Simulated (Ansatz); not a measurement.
# HfB (Fm-3m) in Ansatz: further runs, part 2 of 2

Ansatz 0.2.0. Earlier steps stand in the parts before.

### Step 4. Relaxation of cell and atoms, PBEsol+D3(BJ)

input.yaml reads:

```yaml
crystal:
  lattice:
    - [0.0, 2.31, 2.31]
    - [2.31, 0.0, 2.31]
    - [2.31, 2.31, 0.0]
  atoms:
    - { symbol: Hf, position: [0.5, 0.5, 0.5] }
    - { symbol: B, position: [0.0, 0.0, 0.0] }
hamiltonian:
  xc: pbesol
  pseudopotentials: { kind: paw }
  dispersion: d3bj
kpoints:
  mp_grid: { grid: [10, 10, 10] }
scf:
  occupations: { method: fermi_dirac, width: 0.05 }
output:
  forces: true
  stress: true
  eigenvalues: true
relax:
  f_tol: 0.01
  max_steps: 40
  cell: { stress_tol: 0.05 }
```

Run with:

```
$ ansatz run input.yaml --threads 2 --pin off --max-ram 5632MiB --backend cpu --events-out ev --progress --plain --runs-dir out
```

Run time: 3.9 s. Hardware: 2 threads of Arm Neoverse V2, shared host; peak memory 0.31 GiB.

Results (log left out):

* Free energy: -15752.3010 eV
* Relaxed volume: 13.38 Å³/atom
* Relaxed cell: a = 3.358 Å, b = 3.358 Å, c = 3.358 Å, α = 60.00°, β = 60.00°, γ = 60.00°
* Space group after relaxing (to 0.05 Å): Fm-3m (No. 225)
* Energy gained by relaxing: 55.3 meV/atom
* Ionic steps: 5
* Pressure after relaxing: 0.0 GPa
* Band gap on the k mesh: none (metal or under the smearing width)

The path:
```csv
step,energy change (eV),largest force (eV/Å),volume (Å³)
1,0.0000,0.0000,24.65
2,-0.0845,0.0000,27.83
3,-0.1084,0.0000,26.88
4,-0.1087,0.0000,26.77
5,-0.1106,0.0000,26.77
```

Final structure:
```cif
data_structure
_symmetry_space_group_name_H-M 'P 1'
_symmetry_Int_Tables_number 1
_cell_length_a 3.3576
_cell_length_b 3.3576
_cell_length_c 3.3576
_cell_angle_alpha 60.000
_cell_angle_beta 60.000
_cell_angle_gamma 60.000
_cell_volume 26.77
loop_
_atom_site_label
_atom_site_type_symbol
_atom_site_fract_x
_atom_site_fract_y
_atom_site_fract_z
_atom_site_occupancy
Hf1 Hf 0.50000 0.50000 0.50000 1
B1 B 0.00000 0.00000 0.00000 1
```

Levels at points of the mesh, in eV from the Fermi level:
```tsv
k point	band 11	band 12	band 13	band 14	band 15	band 16	band 17	band 18	band 19
(0.00, 0.00, 0.00)	-10.12	-9.27	2.07	2.07	2.07	3.83	3.83	3.83	3.88
(0.00, 0.00, -0.50)	-10.12	-4.78	-4.23	-1.23	-1.23	5.95	5.95	6.87	8.05
(0.00, -0.50, -0.50)	-10.14	-6.47	-1.11	-0.93	2.18	2.18	5.69	7.17	7.17
```

Caveat: the plane-wave basis is chosen anew once the cell has moved, so the energies of steps on either side of that aren't comparable; pairwise dispersion overbinds metals, which lowers pressure and volume; the PAW data sets come from PBE, with cores solved anew for the run's functional, which leaves a small shift of forces and pressure. Zero-point motion and thermal expansion aren't in these numbers.

### Step 5. Relaxation of cell and atoms, PBEsol+D4

input.yaml, as its differences from that of step 4:

```diff
@@ -11,3 +11,3 @@
   pseudopotentials: { kind: paw }
-  dispersion: d3bj
+  dispersion: d4
 kpoints:
```

Potentials or basis: Ansatz PAW.

Run with:

```
$ ansatz run input.yaml --threads 2 --pin off --max-ram 5632MiB --backend cpu --events-out ev --progress --plain --runs-dir out
```

The log of the run:

```text
Warning: RAYON_NUM_THREADS=2 ignored (pool sized by the plan → 2); use --threads N
Engine: ansatz 0.2.0, aarch64-unknown-linux-gnu
Pseudopotentials: kind: paw
Pseudopotential: Hf, paw, valence charge 26, recommended cutoff 420 eV (normal), Hf.paw.azcp
Pseudopotential: B, paw, valence charge 3, recommended cutoff 420 eV (normal), B.paw.azcp
Functional definition: PBEsol
  exchange = pbesol_x
  correlation = pbesol_c
Crystal: 2 atoms, lattice volume = 24.653 Å³
Basis set: ecut = 420 eV, 531 PW (Γ), exchange–correlation on 48×48×48 points (8 copies of the dense FFT grid, shifted against one another)
Bands: 19, of which v1, the nominal top of the filled ones, is band 15 counted from 1 (14 counted from 0)
Symmetry: 48 space group operations
Space group: Fm-3m (ITA 225), of the structure as read, at distance tolerance 2.9e-5 Å
k-points: 47 of 1000
Non-local potential: Hf, projectors of the file, l = 0: 3, l = 1: 2, l = 2: 2, l = 3: 3
Non-local potential: B, projectors of the file, l = 0: 2, l = 1: 2, l = 2: 1
PAW form: soft (Blöchl's): semilocal exchange-correlation on the pseudo side does not see the compensation charge
PAW frozen core: Hf, regenerated for the run's functional, and the local potential with it (the file was generated under x = pbe(κ = 0.804, μ = 0.2195149727645171), c = pbe(β = 0.06672455060314922))
PAW frozen core: B, regenerated for the run's functional, and the local potential with it (the file was generated under x = pbe(κ = 0.804, μ = 0.2195149727645171), c = pbe(β = 0.06672455060314922))
PAW one-centre angular grid: Hf, 590 points (default); XC on 64 Gauss nodes
PAW one-centre angular grid: B, 110 points (default); XC on 64 Gauss nodes
Initial density: superposition of atomic densities (neutral atoms: chi_scale 0, normalization atom), corrected by the library's trained network
Initial wavefunctions: pseudopotential atomic-orbital guess
Functional: x = pbesol(κ = 0.804, μ = 0.12345679012345678), c = pbesol(β = 0.046)
SCF iter   1: F=—  HF=-15751.740614 eV  |F-HF|=—  |Δ(HF+E_count)|=         —  Δρ=7.01e-3  dr2=1.53e-2  ethr=1.77e-3  ⟨swp⟩=5.3  Hψ=3762  notcnv=0
preconditioner: auto → Kerker (q_TF=auto, 2.803 Å⁻¹)  [metal: Δε(μ)=0.090 eV  Ē_g=18.071 eV  σ=0.050 eV  W_gap=0.42  n_scr=14 (ndim 8)  ℏωp=38.9 eV  f_vac=0.000  D(μ)=1.13/eV (n_scr^D=14)]
SCF iter   2: F=—  HF=-15751.737115 eV  |F-HF|=—  |Δ(HF+E_count)|=   3.50e-3  Δρ=3.85e-3  dr2=4.52e-3  ethr=5.29e-5  ⟨swp⟩=1.6  Hψ=1351  notcnv=0  defer=3
SCF iter   3: F=—  HF=-15751.735854 eV  |F-HF|=—  |Δ(HF+E_count)|=   1.26e-3  Δρ=5.35e-4  dr2=5.77e-5  ethr=1.56e-5  ⟨swp⟩=2.0  Hψ=1089  notcnv=0  defer=5
SCF iter   4: F=—  HF=-15751.735871 eV  |F-HF|=—  |Δ(HF+E_count)|=   1.67e-5  Δρ=3.83e-4  dr2=3.48e-5  ethr=1.99e-7  ⟨swp⟩=2.2  Hψ=1617  notcnv=0  defer=5
SCF iter   5: F=—  HF=-15751.735821 eV  |F-HF|=—  |Δ(HF+E_count)|=   5.03e-5  Δρ=6.71e-5  dr2=1.14e-6  ethr=1.20e-7  ⟨swp⟩=2.1  Hψ=1571  notcnv=0  defer=5
SCF iter   6: F=—  HF=-15751.735821 eV  |F-HF|=—  |Δ(HF+E_count)|=   1.23e-7  Δρ=2.30e-5  dr2=7.84e-8  ethr=3.45e-10  ⟨swp⟩=4.8  Hψ=4642  notcnv=0
SCF iter   7: F=-15751.735821 eV  HF=-15751.735821 eV  |F-HF|=9.06e-10  |Δ(HF+E_count)|=   8.11e-8  Δρ=3.37e-6  dr2=1.15e-9  ethr=2.70e-10  ⟨swp⟩=4.9  Hψ=3153  notcnv=0
SCF 1 converged in 7 iterations: F = -15751.735821 eV  dr2 = 1.15e-9
relax step   1: F+E_penalty+E_count = -15751.73582072 eV  Δ(F+E_penalty+E_count) = +0.000e0 eV  max|allowed force component| = 2.863e-29 eV/Å  Δτ_max = 0.0000 Å  P = +20.637 GPa  Ω = 24.653 Å³  (7 SCF iters, dr2 threshold 1.00e-7 eV, accepted)
Crystal: 2 atoms, lattice volume = 28.343 Å³
Basis set: ecut = 420 eV, 537 PW (Γ), exchange–correlation on 48×48×48 points (8 copies of the dense FFT grid, shifted against one another)
Initial density: handed on by an earlier stage of this run
Initial wavefunctions: those handed on with the density
iter 1 solved again at ethr=2.10e-4 eV; its pass at ethr=3.10e-3 eV (dr2=6.09e-2 eV) is discarded
SCF iter   1: F=—  HF=-15751.868076 eV  |F-HF|=—  |Δ(HF+E_count)|=         —  Δρ=1.25e-2  dr2=6.27e-2  ethr=2.10e-4  ⟨swp⟩=1.9  Hψ=5761  notcnv=0
[... 59 lines left out ...]
SCF 7 converged in 4 iterations: F = -15751.882602 eV  dr2 = 8.12e-10
relax step   7: F+E_penalty+E_count = -15751.88260239 eV  Δ(F+E_penalty+E_count) = +3.832e-6 eV  max|allowed force component| = 2.541e-29 eV/Å  Δτ_max = 0.0000 Å  P = -0.001 GPa  Ω = 27.113 Å³  energy of the carried Pulay correction = -5.436e-6 eV  (4 SCF iters, dr2 threshold 8.60e-9 eV, accepted)
iter 1 solved again at ethr=4.81e-9 eV; its pass at ethr=3.10e-3 eV (dr2=1.39e-6 eV) is discarded
SCF iter   1: F=—  HF=-15751.882600 eV  |F-HF|=—  |Δ(HF+E_count)|=         —  Δρ=1.68e-6  dr2=7.42e-10  ethr=4.81e-9  ⟨swp⟩=3.4  Hψ=6266  notcnv=0
SCF iter   2: F=—  HF=-15751.882602 eV  |F-HF|=—  |Δ(HF+E_count)|=   2.51e-6  Δρ=1.32e-6  dr2=4.92e-10  ethr=2.56e-12  ⟨swp⟩=2.2  Hψ=1574  notcnv=0
SCF iter   3: F=—  HF=-15751.882602 eV  |F-HF|=—  |Δ(HF+E_count)|=  1.09e-10  Δρ=3.20e-7  dr2=2.45e-11  ethr=1.70e-12  ⟨swp⟩=2.0  Hψ=1468  notcnv=0
SCF iter   4: F=—  HF=-15751.882602 eV  |F-HF|=—  |Δ(HF+E_count)|=  3.64e-11  Δρ=1.33e-7  dr2=5.33e-12  ethr=1.00e-12  ⟨swp⟩=5.3  Hψ=3800  notcnv=0
SCF iter   5: F=-15751.882602 eV  HF=-15751.882602 eV  |F-HF|=3.64e-12  |Δ(HF+E_count)|=  3.64e-12  Δρ=8.29e-8  dr2=2.18e-12  ethr=1.00e-12  ⟨swp⟩=4.7  Hψ=3381  notcnv=0
SCF 8 converged in 5 iterations: F = -15751.882602 eV  dr2 = 2.18e-12
relax step   8: F+E_penalty+E_count = -15751.88260239 eV  Δ(F+E_penalty+E_count) = -6.003e-11 eV  max|allowed force component| = 2.557e-29 eV/Å  Δτ_max = 0.0000 Å  P = -0.001 GPa  Ω = 27.113 Å³  stress off target by 6.09e-4 GPa  SCF on the basis re-selected at this cell (its energy is not comparable with the rows above)  (5 SCF iters)
basis re-selected at this cell: Δ(F+E_penalty+E_count) = -6.003e-11 eV, ΔP = +0.000 GPa vs the last step (what re-selecting the basis moved, of the pressure what is left beyond the Pulay correction that the steps carried, after the strain that the cell walked since its last selection, with what the two solves' SCF thresholds leave and, on support functions, any second-order correction that the steps lacked; it is no measure of the basis error at this ecutwfc). This SCF's stress stands 6.09e-4 GPa from its target on what of the cell is left free (relax.cell.stress_tol is 5.00e-2 GPa) and its largest allowed force component is 2.56e-29 eV/Å (relax.f_tol is 1.00e-2 eV/Å): within both
SCF converged after 5 iterations
Free energy (F): -15751.882602 eV
Harris-Foulkes:  -15751.882602 eV  (|F-HF|=3.64e-12)
Internal energy: -15751.868405 eV  (E = F + TS)
E sigma→0 (E₀):  -15751.875503 eV
Entropy (-TS):   -0.014198 eV (-7.099 meV/atom)
Fermi energy:    17.599848 eV
--- Per-component energies (eV) ---
  E_band       = 53.728792
  E_kinetic    = 471.808252
  E_local      = -5271.672147  (includes V_loc(G=0)·N_el)
  E_nonlocal   = -1225.270429
  E_hartree    = 2483.947727
  E_xc         = -330.045099
  E_vxc        = -304.586879  (∫ρ·V_xc dr)
  E_paw        = -6883.320728  (= ΣΔE_a)
  E_vpaw       = 1415.554460  (= ΣTr[D̂ρ^β])
  E_aug_tail   = -0.000003  (compensation charges beyond the density's cutoff)
  E_ewald      = -4998.255859
  E_disp       = -0.325922  (pairwise vdW)
  E_core_change = 1.265803  (= ΣΔE_core)
  E_smearing   = -0.014198  (= −TS)
  E_closure    = 0.000000  (closes the sum)
  Σ components = -15751.882602   (vs F -15751.882602, Δ=0.00e0)
--- Forces (eV/Å), atoms counted from 1 ---
  atom   1  Hf     0.00000000    -0.00000000     0.00000000
  atom   2  B     -0.00000000     0.00000000     0.00000000
  max |Σ_I F_I| component: 4.98e-29 eV/Å
--- Stress (GPa, compression-positive) ---
       -0.000609      -0.000000      -0.000000
       -0.000000      -0.000609      -0.000000
       -0.000000      -0.000000      -0.000609
  P = ⅓ Tr σ = -0.0006 GPa (-0.006 kbar)
--- Band table (eV; the first three rows and the last of 47) ---
  k-point 0: bands = ["-42.6486", "-11.1706", "-11.1706", "-11.1706", "7.3446", "7.3543", "7.3543", "7.3543", "7.4164", "7.4164", "7.4164", "8.3715", "19.6532", "19.6532", "19.6532", "21.3938", "21.3938", "21.3938", "21.4347"]
  k-point 1: bands = ["-42.6458", "-11.2223", "-11.1761", "-11.1761", "7.3473", "7.3525", "7.3586", "7.3586", "7.4119", "7.4119", "7.4166", "8.6288", "18.8328", "19.3382", "19.3382", "20.3321", "20.3321", "21.7642", "23.3251"]
  k-point 2: bands = ["-42.6387", "-11.3553", "-11.1905", "-11.1905", "7.3455", "7.3580", "7.3699", "7.3699", "7.4010", "7.4010", "7.4171", "9.3565", "17.3872", "18.1643", "18.1643", "20.8372", "20.8372", "22.1793", "25.4763"]
  k-point 46: bands = ["-42.6104", "-11.5444", "-11.4560", "-11.3588", "7.3718", "7.3733", "7.3742", "7.3864", "7.3917", "7.3952", "7.3954", "11.9955", "16.2688", "16.2858", "16.6481", "21.8458", "23.4207", "24.5972", "24.6737"]
--- Relaxed structure (6 steps of the walk, 6 accepted, 2 SCFs on fresh bases) ---
  F+E_penalty+E_count = -15751.88260239 eV   max|allowed force component| = 2.557e-29 eV/Å   (the final SCF, on the basis selected at the relaxed cell)
  cell:  # Å, volume = 27.1132 Å³
    - [2.5476857284877717e-34, 2.384425843126106, 2.384425843126106]
    - [2.384425843126106, -1.70694960222402e-33, 2.384425843126106]
    - [2.384425843126106, 2.384425843126106, -6.878752244409047e-34]
  atoms:
    - { symbol: Hf, position: [0.5, 0.5, 0.5] }
    - { symbol: B, position: [-1.2592886089884292e-35, 8.467630301695862e-36, 1.411271716968162e-35] }
```

Run time: 6.8 s. Hardware: 2 threads of Arm Neoverse V2, shared host; peak memory 0.31 GiB.

Results:

```
Free energy                            : -15751.8826 eV
Relaxed volume                         : 13.56 Å³/atom
Relaxed cell                           : a = 3.372 Å, b = 3.372 Å, c = 3.372 Å, α = 60.00°, β = 60.00°, γ = 60.00°
Space group after relaxing (to 0.05 Å) : Fm-3m (No. 225)
Energy gained by relaxing              : 73.4 meV/atom
Ionic steps                            : 8
Pressure after relaxing                : 0.0 GPa
Band gap on the k mesh                 : none (metal or under the smearing width)
```

The path:
```csv
step,energy change (eV),largest force (eV/Å),volume (Å³)
1,0.0000,0.0000,24.65
2,-0.1137,0.0000,28.34
3,-0.1439,0.0000,27.26
4,-0.1445,0.0000,27.09
5,-0.1445,0.0000,27.10
6,-0.1468,0.0000,27.10
7,-0.1468,0.0000,27.11
8,-0.1468,0.0000,27.11
```

Final structure:
```yaml
crystal:
  lattice:
    - [0.00000, 2.38443, 2.38443]
    - [2.38443, 0.00000, 2.38443]
    - [2.38443, 2.38443, 0.00000]
  atoms:
    - { symbol: Hf, position: [0.50000, 0.50000, 0.50000] }
    - { symbol: B, position: [0.00000, 0.00000, 0.00000] }
```

Caveat: the plane-wave basis is chosen anew once the cell has moved, so the energies of steps on either side of that aren't comparable; pairwise dispersion overbinds metals, which lowers pressure and volume; the PAW data sets come from PBE, with cores solved anew for the run's functional, which leaves a small shift of forces and pressure.

### Step 6. Overview

```csv
level,gap on the mesh (eV),pressure (GPa),relaxed volume (Å³/atom)
PBE+D3(BJ),none,0.0,13.78
PBE+D4,none,0.0,13.83
PBEsol+D3(BJ),none,0.0,13.38
PBEsol+D4,none,0.0,13.56
```

Alike in all rows: task relaxation of cell and atoms; potentials or basis Ansatz PAW; no spin polarisation; cell relaxed; k mesh 10 × 10 × 10; cutoff (eV) 420; smearing fermi-dirac 0.05 eV.

Caveats: the plane-wave basis is chosen anew once the cell has moved, so the energies of steps on either side of that aren't comparable; pairwise dispersion overbinds metals, which lowers pressure and volume; the volume moved by +12 % from the deposited cell, more than functionals usually miss (some runs); the PAW data sets come from PBE, with cores solved anew for the run's functional, which leaves a small shift of forces and pressure (some runs).

Absolute energies hang on the potentials; compare differences alone.
